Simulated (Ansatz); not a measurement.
**C2H8ClGaS: a ladder of functionals and wavefunction methods**

The task here is to estimate one member of a computed series from the others.

Program: Ansatz 0.2.0, Gaussian basis. Level of theory: functionals in def2-TZVPP, the program's frozen cores in correlated methods. These are calculated values, not measurements.

Plan: LDA (SPW92), PBE-D4, revPBE-D4, BLYP-D4, r2SCAN-D4, B97M-V, PBE0-D4, B3LYP-D4, r2SCANh-D4, r2SCAN0-D4, HSE06-D4, BHLYP-D4, CAM-B3LYP-D4, LC-ωPBE, ωB97X-V, ωB97M-V, B2PLYP, PBE-QIDH; CCSD(T)/def2-SVP; MP2/def2-TZVPP; MP2/def2-QZVPP; RPA on PBE.

**Structure used throughout**

The geometry comes from an earlier relaxation with PBE0-D4 in a triple-zeta def2 set; it is a stationary point, not always the lowest conformer.

SMILES `[CH3][Ga-]([CH3])([SH2+])[Cl]`, 13 atoms, charge 0, spin multiplicity 1.

Atoms are counted from 1 here; the program's logs count them from 0.

Bond lengths: C1–Ga2 1.968 Å, C1–H6 1.093 Å, C1–H7 1.091 Å, C1–H8 1.093 Å, Ga2–C3 1.968 Å, Ga2–S4 2.689 Å, Ga2–Cl5 2.196 Å, C3–H9 1.093 Å, C3–H10 1.093 Å, C3–H11 1.091 Å, S4–H12 1.344 Å, S4–H13 1.344 Å. Angles: Ga2–C1–H6 111.9°, Ga2–C1–H7 110.8°, Ga2–C1–H8 109.5°, H6–C1–H7 109.2°, H6–C1–H8 107.8°, H7–C1–H8 107.5°, C1–Ga2–C3 129.0°, C1–Ga2–S4 97.7°, C1–Ga2–Cl5 113.4°, C3–Ga2–S4 97.6°, C3–Ga2–Cl5 113.4°, S4–Ga2–Cl5 94.9°, Ga2–C3–H9 109.5°, Ga2–C3–H10 111.9°, Ga2–C3–H11 110.8°, H9–C3–H10 107.8°, H9–C3–H11 107.5°, H10–C3–H11 109.2° and more.

As a file:

```xyz
13
C2H8ClGaS
C    -1.73798   -0.51249   -0.65615
Ga    0.06877    0.26816   -0.63803
C     1.79787   -0.62031   -0.33004
S    -0.10899    1.53197    1.72878
Cl    0.23370    2.10973   -1.82369
H    -1.87110   -1.25011    0.13877
H    -2.49688    0.26523   -0.55383
H    -1.90828   -1.01542   -1.61137
H     2.11060   -1.13529   -1.24183
H     1.73776   -1.36240    0.46958
H     2.57032    0.11022   -0.08329
H    -1.16307    0.84819    2.20488
H     0.76726    0.76253    2.39624
```

Set-up of the first run:

Contents of in.yaml:

```yaml
crystal:
  periodic: [false, false, false]
  atoms:
    - {symbol: C, position_ang: [-1.737979, -0.512487, -0.656153]}
    - {symbol: Ga, position_ang: [0.068774, 0.268165, -0.638030]}
    - {symbol: C, position_ang: [1.797866, -0.620309, -0.330039]}
    - {symbol: S, position_ang: [-0.108989, 1.531972, 1.728779]}
    - {symbol: Cl, position_ang: [0.233701, 2.109728, -1.823690]}
    - {symbol: H, position_ang: [-1.871098, -1.250113, 0.138769]}
    - {symbol: H, position_ang: [-2.496878, 0.265227, -0.553835]}
    - {symbol: H, position_ang: [-1.908278, -1.015420, -1.611374]}
    - {symbol: H, position_ang: [2.110601, -1.135291, -1.241831]}
    - {symbol: H, position_ang: [1.737763, -1.362403, 0.469581]}
    - {symbol: H, position_ang: [2.570316, 0.110217, -0.083294]}
    - {symbol: H, position_ang: [-1.163065, 0.848192, 2.204883]}
    - {symbol: H, position_ang: [0.767256, 0.762533, 2.396243]}
basis:
  gaussian: {orbitals: def2-TZVPP}
hamiltonian: {xc: lda}
output: {orbitals: {seedname: orbitals}}
```

On the command line:

```bash
$ ansatz run in.yaml --threads 4 --pin off --events-out ev --progress --plain --max-ram 11315MiB
```

Among the steps run: LDA; PBE-D4 (GGA); revPBE-D4 (GGA); BLYP-D4 (GGA); r2SCAN-D4 (meta-GGA); B97M-V (meta-GGA); B3LYP-D4 (hybrid); r2SCANh-D4 (hybrid); r2SCAN0-D4 (hybrid); HSE06-D4 (hybrid); BHLYP-D4 (hybrid); CAM-B3LYP-D4 (range-separated); LC-ωPBE (range-separated); ωB97X-V (range-separated); ωB97M-V (range-separated); B2PLYP (double hybrid); PBE-QIDH (double hybrid).

One table of the session follows, with a row left open; its other results are not shown here.

It belongs to the step «Frontier levels by functional». 

| functional | HOMO (eV) | gap (eV) |
| --- | --- | --- |
| LDA (SPW92) | -6.26 | 4.63 |
| PBE-D4 | -6.11 | 4.59 |
| revPBE-D4 | -6.06 | 4.59 |
| BLYP-D4 | -5.96 | 4.52 |
| r2SCAN-D4 | -6.40 | 5.15 |
| B97M-V | -6.48 | 5.14 |
| PBE0-D4 | -7.39 | 6.87 |
| B3LYP-D4 | -7.15 | 6.35 |
| r2SCANh-D4 | -6.88 | 5.98 |
| r2SCAN0-D4 | -7.58 | 7.23 |
| HSE06-D4 | -6.99 | 6.08 |
| BHLYP-D4 | -8.54 | 9.02 |
| CAM-B3LYP-D4 | ? | ? |
| LC-ωPBE | -10.11 | 11.98 |
| ωB97X-V | -9.74 | 11.43 |
| ωB97M-V | -9.61 | 10.99 |

Q: Estimate the row for CAM-B3LYP-D4 from the others.

The run gave: HOMO (eV): -8.73; gap (eV): 9.33. In the column «HOMO (eV)» it lies between ωB97M-V (-9.61) and BHLYP-D4 (-8.54).
